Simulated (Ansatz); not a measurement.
# C₄H₉NSi: a ladder of functionals and wavefunction methods

One table from this session's results is given with a row withheld; the runs are named, their logs left out.

Program: Ansatz 0.2.0, Gaussian basis. Level of theory: functionals in def2-TZVPP, the program's frozen cores in correlated methods. These are calculated values, not measurements.

Levels to be run: LDA (SPW92), PBE-D4, revPBE-D4, BLYP-D4, r2SCAN-D4, B97M-V, PBE0-D4, B3LYP-D4, r2SCANh-D4, r2SCAN0-D4, HSE06-D4, BHLYP-D4, CAM-B3LYP-D4, LC-ωPBE, ωB97X-V, ωB97M-V, B2PLYP, PBE-QIDH; CCSD(T)/def2-SVP; CCSD(T)/def2-TZVPP; MP2/def2-QZVPP; extrapolation to the limit; RPA on PBE.

### Structure used throughout

An earlier PBE0-D4 in a triple-zeta def2 set relaxation fixed the geometry.

SMILES `C=CN([SiH3])C=C`, 15 atoms, charge 0, spin multiplicity 1.

Atoms are counted from 1 here; the program's logs count them from 0.

Bond lengths: C1–C2 1.331 Å, C1–H7 1.085 Å, C1–H8 1.081 Å, C2–N3 1.391 Å, C2–H9 1.087 Å, N3–Si4 1.749 Å, N3–C5 1.393 Å, Si4–H10 1.482 Å, Si4–H11 1.483 Å, Si4–H12 1.487 Å, C5–C6 1.332 Å, C5–H13 1.086 Å, C6–H14 1.082 Å, C6–H15 1.081 Å. Angles: C2–C1–H7 122.8°, C2–C1–H8 120.0°, H7–C1–H8 117.2°, C1–C2–N3 125.6°, C1–C2–H9 120.5°, N3–C2–H9 113.8°, C2–N3–Si4 119.9°, C2–N3–C5 119.0°, Si4–N3–C5 121.0°, N3–Si4–H10 108.9°, N3–Si4–H11 105.8°, N3–Si4–H12 112.4°, H10–Si4–H11 111.9°, H10–Si4–H12 108.8°, H11–Si4–H12 109.1°, N3–C5–C6 126.8°, N3–C5–H13 113.4°, C6–C5–H13 119.8° and more.

The first run:

File in.yaml:

```yaml
crystal:
  periodic: [false, false, false]
  atoms:
    - {symbol: C, position_ang: [-1.680870, -1.362353, -0.348323]}
    - {symbol: C, position_ang: [-0.847972, -0.381955, -0.691505]}
    - {symbol: N, position_ang: [0.294175, -0.008605, 0.008605]}
    - {symbol: Si, position_ang: [1.048191, -1.137889, 1.111089]}
    - {symbol: C, position_ang: [0.779509, 1.289060, -0.132155]}
    - {symbol: C, position_ang: [0.132326, 2.330426, -0.653266]}
    - {symbol: H, position_ang: [-1.586431, -1.915401, 0.579875]}
    - {symbol: H, position_ang: [-2.493135, -1.636344, -1.006987]}
    - {symbol: H, position_ang: [-1.002006, 0.177417, -1.610533]}
    - {symbol: H, position_ang: [1.174423, -2.452394, 0.438328]}
    - {symbol: H, position_ang: [2.372018, -0.557722, 1.442162]}
    - {symbol: H, position_ang: [0.267860, -1.314761, 2.364352]}
    - {symbol: H, position_ang: [1.796543, 1.411400, 0.227784]}
    - {symbol: H, position_ang: [-0.898282, 2.281143, -0.980065]}
    - {symbol: H, position_ang: [0.643633, 3.277968, -0.749361]}
basis:
  gaussian: {orbitals: def2-TZVPP}
hamiltonian: {xc: lda}
output: {orbitals: {seedname: orbitals}}
```

On the command line:

```
> ansatz run in.yaml --threads 2 --pin off --events-out ev --progress --plain --max-ram 32768MiB --backend cpu
```

Among the steps run: LDA; PBE-D4 (GGA); revPBE-D4 (GGA); BLYP-D4 (GGA); r2SCAN-D4 (meta-GGA); B97M-V (meta-GGA); PBE0-D4 (hybrid); B3LYP-D4 (hybrid); r2SCANh-D4 (hybrid); r2SCAN0-D4 (hybrid); HSE06-D4 (hybrid); BHLYP-D4 (hybrid); CAM-B3LYP-D4 (range-separated); LC-ωPBE (range-separated); ωB97X-V (range-separated); ωB97M-V (range-separated); B2PLYP (double hybrid); PBE-QIDH (double hybrid).

One of the session's tables, all rows but one given; the rest of the session is left out.

```
  functional  HOMO (eV)  gap (eV)
 LDA (SPW92)      -5.24      3.90
      PBE-D4      -5.05      3.97
   revPBE-D4      -4.98      4.00
     BLYP-D4      -4.89      3.95
   r2SCAN-D4      -5.21      4.34
      B97M-V      -5.27      4.43
     PBE0-D4      -6.06      5.94
    B3LYP-D4      -5.86      5.52
  r2SCANh-D4      -5.60      5.08
  r2SCAN0-D4      -6.18      6.18
    HSE06-D4      -5.67      5.17
    BHLYP-D4      -6.95      7.89
CAM-B3LYP-D4          ?         ?
     LC-ωPBE      -8.56     10.68
     ωB97X-V      -8.23     10.26
     ωB97M-V      -8.17     10.04
```

Q: Estimate the row for CAM-B3LYP-D4 from the others.

**Answer.** HOMO (eV): -7.29; gap (eV): 8.26. In the column «HOMO (eV)» it lies between ωB97M-V (-8.17) and BHLYP-D4 (-6.95).
